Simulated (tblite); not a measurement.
# C3H5B2FO: the cost of one run

Computed with tblite 0.8.0 and PySCF 2.14.0, with density-fitted response routines of our own, on a single molecule in the gas phase. Atoms count from 0, in the outputs and in this text.

### Step 1. The molecule as given

12 atoms, charge 0, multiplicity 1; geometry from: force field or distance geometry start.

Bonds of the start (Å): C0–C1 1.23, C1–C2 1.45, C2–B3 1.59, B3–O4 1.49, O4–B5 1.48, B5–F6 1.42, C0–H7 1.06, C2–H8 1.13, C2–H9 1.10, B3–H10 1.19, B5–H11 1.19.

### Step 2. Optimising the geometry with GFN2-xTB

The job: settings as JSON, then the geometry in Å.

```
{"job": {"kind": "relax", "xc": "GFN2-xTB", "basis": "xTB"}, "charge": 0, "multiplicity": 1}
C      2.201000    -1.165000    -0.057000
C      1.617100    -0.096500     0.132200
C      0.963100     1.179400     0.367700
B     -0.607900     0.921100     0.309200
O     -1.204200    -0.093700     1.229900
B     -2.007200    -1.016800     0.399000
F     -3.396800    -1.166500     0.646100
H      2.682400    -2.095900    -0.228400
H      1.195000     1.822800    -0.529400
H      1.271800     1.636300     1.324700
H     -1.277100     1.900000     0.170200
H     -1.436100    -1.826000    -0.260800
```

Run with:

```
> OMP_NUM_THREADS=1 python probes_run.py task.json out
```

This one command runs all jobs of the session in turn.

**Question.** How long does this first job take on 1 thread of Intel Xeon at 2.50GHz, shared host?

About 1.2 s.
